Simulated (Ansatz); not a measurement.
# TiN (doublet): B2PLYP over vertical spin and charge gaps, def2-QZVPP

How well do these functionals follow the top wave-function level for TiN (doublet) over vertical spin and charge gaps?

Computed with Ansatz 0.2.0, Gaussian basis. Level: def2-QZVPP, all electrons in the functionals, frozen cores in the correlation of double hybrids and RPA.

To be run: B2PLYP, at charge 0, doublet; charge 0, quartet; charge 1, singlet; charge 1, triplet.

2 further runs of the same task are left out: 2 set aside as unsound or not needed.

## 1. The geometry

The geometry is a PBE0/def2-TZVP stationary point (not a proven minimum).

2 atoms, charge 0, spin multiplicity 2.

Atoms are counted from 1 here; the program's logs count them from 0.

Bond lengths: Ti1–N2 1.543 Å.

No dispersion term is added.

The geometry shown and the zero of energy belong to the point charge 0, doublet. The yardstick, UCCSD(T), and other wave-function levels (R restricted, U unrestricted, valence and pair active spaces) come from earlier runs.

## 2. B2PLYP, charge 0, doublet

File in.yaml:

```yaml
crystal:
  periodic: [false, false, false]
  atoms:
    - {symbol: Ti, position_ang: [0.000000, 0.000000, 0.000000]}
    - {symbol: N, position_ang: [0.000000, 0.000000, 1.542510]}
basis:
  gaussian: {orbitals: "def2-QZVPP.json"}
magnetization: {spin_polarized: true, initial_magnetization: 1}
hamiltonian: {xc: {name: B2PLYP}}
correlation: {electrons: outside_noble_gas}
```

Command:

```console
ansatz run in.yaml --threads 2 --pin off --events-out ev --progress --plain --max-ram 23808MiB --backend cuda --devices 0, --max-vram 18GiB
```

The log of the run:

```text
Functional definition: B2PLYP
  name "B2PLYP"
  cite "Grimme, J. Chem. Phys. 124, 034108 (2006) doi:10.1063/1.2148954"
  cite "Becke, Phys. Rev. A 38, 3098 (1988) doi:10.1103/PhysRevA.38.3098"
  cite "Lee, Yang & Parr, Phys. Rev. B 37, 785 (1988) doi:10.1103/PhysRevB.37.785"
  parameter a = 0.53
  parameter c = 0.27
  exchange = (1 - a)*b88_x + a*exact_x
  correlation = (1 - c)*lyp_c + c*(mp2_os + mp2_ss)
986 factors; integrals over basis functions are off by at most 9.7e-4 eV
mean field evaluation 1: about -24574.4758 eV, gradient 6.6e1 eV
mean field evaluation 2: about -24574.5229 eV, gradient 6.6e1 eV
mean field evaluation 4: about -24587.3637 eV, gradient 3.4e1 eV
mean field evaluation 8: about -24592.0164 eV, gradient 7.6e-1 eV
mean field evaluation 16: about -24592.0413 eV, gradient 5.6e-2 eV
mean field evaluation 32: about -24592.0416 eV, gradient 2.0e-5 eV
mean field evaluation 64: about -24591.6939 eV, gradient 2.2e0 eV
mean field evaluation 96: about -24562.9485 eV, gradient 2.2e1 eV
mean field -24592.04164672 eV, -903.7408614324 hartree, gradient 7.4e-6 eV, S^2 0.759840; 6 other end points of the search recorded, 0 dependent functions left out
10 core orbitals not correlated: weight in the atoms' cores, before any rotation towards them, 0.983 or more for the frozen orbitals, at most 0.012 for the correlated occupied ones
reference -24592.04176415 eV, -903.7408657481 hartree; 5, 4 occupied and 135, 136 virtual orbitals, 986 factors
second order -15.15317328 eV of doubles, -0.00000000 eV of singles
Total energy: -24596.13312094 eV, -903.8912203368 hartree
```

It took 5.5 s on 1 × H100 (card shared with other runs) with 2 threads of AMD EPYC 7R13, shared host; peak host memory 0.87 GiB.

From the report: ⟨S²⟩ of the determinant 0.760 (pure doublet: 0.75).

## 3. B2PLYP, charge 0, quartet

in.yaml: that of step 2 with these lines changed.

```diff
@@ -7,3 +7,3 @@
   gaussian: {orbitals: "def2-QZVPP.json"}
-magnetization: {spin_polarized: true, initial_magnetization: 1}
+magnetization: {spin_polarized: true, initial_magnetization: 3}
 hamiltonian: {xc: {name: B2PLYP}}
```

Launched as before.

The log of the run, cut to the lines that bear on the results:

```text
Functional definition: B2PLYP
  name "B2PLYP"
  cite "Grimme, J. Chem. Phys. 124, 034108 (2006) doi:10.1063/1.2148954"
  cite "Becke, Phys. Rev. A 38, 3098 (1988) doi:10.1103/PhysRevA.38.3098"
  cite "Lee, Yang & Parr, Phys. Rev. B 37, 785 (1988) doi:10.1103/PhysRevB.37.785"
[...]
986 factors; integrals over basis functions are off by at most 9.7e-4 eV
[...]
mean field -24591.04255592 eV, -903.7041455229 hartree, gradient 8.2e-6 eV, S^2 3.758963; 4 other end points of the search recorded, 0 dependent functions left out
10 core orbitals not correlated: weight in the atoms' cores, before any rotation towards them, 0.981 or more for the frozen orbitals, at most 0.013 for the correlated occupied ones
reference -24591.04267512 eV, -903.7041499031 hartree; 6, 3 occupied and 134, 137 virtual orbitals, 986 factors
second order -10.50602493 eV of doubles, -0.00000000 eV of singles
Total energy: -24593.87930185 eV, -903.8083940128 hartree
```

Run time: 9.5 s. Hardware: 1 × H100 (card shared with other runs) with 2 threads of AMD EPYC 7R13, shared host; peak host memory 0.87 GiB.

From the report: ⟨S²⟩ of the determinant 3.759 (pure quartet: 3.75).

From charge 0, doublet: +2.254 eV.

## 4. B2PLYP, charge 1, singlet

in.yaml: that of step 3 with these lines changed.

```diff
@@ -7,3 +7,4 @@
   gaussian: {orbitals: "def2-QZVPP.json"}
-magnetization: {spin_polarized: true, initial_magnetization: 3}
+total_charge: 1
+magnetization: {spin_polarized: true, initial_magnetization: 0}
 hamiltonian: {xc: {name: B2PLYP}}
```

The command is unchanged.

The log of the run, cut to the lines that bear on the results:

```text
Functional definition: B2PLYP
  name "B2PLYP"
  cite "Grimme, J. Chem. Phys. 124, 034108 (2006) doi:10.1063/1.2148954"
  cite "Becke, Phys. Rev. A 38, 3098 (1988) doi:10.1103/PhysRevA.38.3098"
  cite "Lee, Yang & Parr, Phys. Rev. B 37, 785 (1988) doi:10.1103/PhysRevB.37.785"
[...]
986 factors; integrals over basis functions are off by at most 9.7e-4 eV
[...]
mean field -24585.36728481 eV, -903.4955831561 hartree, gradient 6.0e-6 eV, S^2 0.000000; 6 other end points of the search recorded, 0 dependent functions left out
10 core orbitals not correlated: weight in the atoms' cores, before any rotation towards them, 0.985 or more for the frozen orbitals, at most 0.011 for the correlated occupied ones
reference -24585.36740310 eV, -903.4955875033 hartree; 4, 4 occupied and 136, 136 virtual orbitals, 986 factors
second order -15.69493146 eV of doubles, -0.00000000 eV of singles
Total energy: -24589.60503459 eV, -903.6513175884 hartree
```

Run time: 5.5 s. Hardware: 1 × H100 (card shared with other runs) with 2 threads of AMD EPYC 7R13, shared host; peak host memory 0.88 GiB.

From the report: ⟨S²⟩ of the determinant 0.000 (pure singlet: 0.00).

From charge 0, doublet: +6.528 eV.

## 5. B2PLYP, charge 1, triplet

in.yaml: that of step 4 with these lines changed.

```diff
@@ -8,3 +8,3 @@
 total_charge: 1
-magnetization: {spin_polarized: true, initial_magnetization: 0}
+magnetization: {spin_polarized: true, initial_magnetization: 2}
 hamiltonian: {xc: {name: B2PLYP}}
```

The command is unchanged.

The log of the run, cut to the lines that bear on the results:

```text
Functional definition: B2PLYP
  name "B2PLYP"
  cite "Grimme, J. Chem. Phys. 124, 034108 (2006) doi:10.1063/1.2148954"
  cite "Becke, Phys. Rev. A 38, 3098 (1988) doi:10.1103/PhysRevA.38.3098"
  cite "Lee, Yang & Parr, Phys. Rev. B 37, 785 (1988) doi:10.1103/PhysRevB.37.785"
[...]
986 factors; integrals over basis functions are off by at most 9.7e-4 eV
[...]
mean field -24584.57012587 eV, -903.4662881055 hartree, gradient 1.5e-6 eV, S^2 2.009825; 4 other end points of the search recorded, 0 dependent functions left out
10 core orbitals not correlated: weight in the atoms' cores, before any rotation towards them, 0.981 or more for the frozen orbitals, at most 0.013 for the correlated occupied ones
reference -24584.57024071 eV, -903.4662923259 hartree; 5, 3 occupied and 135, 137 virtual orbitals, 986 factors
second order -10.81845901 eV of doubles, -0.00000000 eV of singles
Total energy: -24587.49122464 eV, -903.5736365055 hartree
```

It took 11 s on 1 × H100 (card shared with other runs) with 2 threads of AMD EPYC 7R13, shared host; peak host memory 0.87 GiB.

From the report: ⟨S²⟩ of the determinant 2.010 (pure triplet: 2.00).

From charge 0, doublet: +8.642 eV.

## 6. Against the wave-function levels

No level is safe as a reference over these points; UCCSD(T) serves as a yardstick only. It comes from earlier runs at the same points. Energies in eV, counted from charge 0, doublet; blanks weren't run or aren't comparable.

```tsv
level	doublet to quartet	ionisation to the singlet cation	ionisation to the triplet cation
UCCSD(T)	2.039		8.328
B2PLYP	2.254	6.528	8.642
```

Largest miss and mean time a point (UCCSD(T) took 51 s a point; shared hosts):

```tsv
level	largest miss (eV)	where	time a point
B2PLYP	+0.314	ionisation to the triplet cation	7.9 s
```

## 7. Outcome

| quantity | value |
| --- | --- |
| doublet to quartet, UCCSD(T) | 2.039 eV |
| ionisation to the triplet cation, UCCSD(T) | 8.328 eV |
| largest miss, B2PLYP | +0.314 eV (ionisation to the triplet cation) |

Misses are known at 2 of 3 points at best, and only functionals with that many are ranked. B2PLYP strays by up to 0.314 eV, at ionisation to the triplet cation. Functionals and the yardstick converge differently with the basis, so part of each miss in def2-QZVPP is the basis. The yardstick itself may be off where one determinant is a poor start.
